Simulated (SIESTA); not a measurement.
TiO:

```xyz
4
Lattice="2.8516 0.0000 0.0000 -1.4258 2.4696 0.0000 0.0000 0.0000 5.5675" Properties=species:S:1:pos:R:3 pbc="T T T"
Ti    1.4258    0.8232    4.1756
Ti    0.0000    1.6464    1.3919
O     0.0000    0.0000    2.7838
O     0.0000    0.0000    0.0000
```

The cell comes from a database or a generator and needn't be the stable form of this composition.

- Program: SIESTA 5.4.2
- Task: single point
- Functional: PBEsol
- Potentials or basis: PseudoDojo 0.4 standard (PBEsol files)
- Basis: DZP (energy shift 0.003 Ry; two zetas on semicore shells)
- Grid cutoff: 800 Ry
- Energy shift: 0.003 Ry
- k mesh: 11 × 11 × 5
- Occupations: fermi-dirac, width 0.05 eV
- Spin: no spin polarisation

On this cell: pressure -7.9 GPa; largest force under 0.003 eV/Å; band gap on the k mesh none (metal or under the smearing width).

The same run follows on a disturbed copy (atoms moved at random, drawn with an rms of 0.05 Å):

```xyz
4
Lattice="2.8516 0.0000 0.0000 -1.4258 2.4696 0.0000 0.0000 0.0000 5.5675" Properties=species:S:1:pos:R:3 pbc="T T T"
Ti    1.4626    0.7852    4.1905
Ti   -0.0005    1.6273    1.4435
O     0.0022    0.0080    2.7714
O     0.0088   -0.0368    0.0143
```

Question: What does the disturbed cell give?

Answer: The energy (extrapolated to zero smearing) moves by +8.5 meV/atom; pressure -7.3 GPa; largest force 0.938 eV/Å; band gap on the k mesh none (metal or under the smearing width).

Forces on the atoms (eV/Å):
```
Ti  -0.204  0.131  0.132
Ti   0.061  0.057 -0.934
O    0.090 -0.260  0.605
O    0.053  0.074  0.192
```

Stress tensor (GPa, compression positive):
```
-6.35 -0.10  0.03
-0.10 -6.08 -0.24
 0.03 -0.24 -9.62
```

Caveats: the basis of atomic orbitals isn't converged, which shifts pressures, moduli and gaps; semilocal functionals often make such compounds metallic where correlation or magnetic order opens a gap, which also shifts bond lengths.
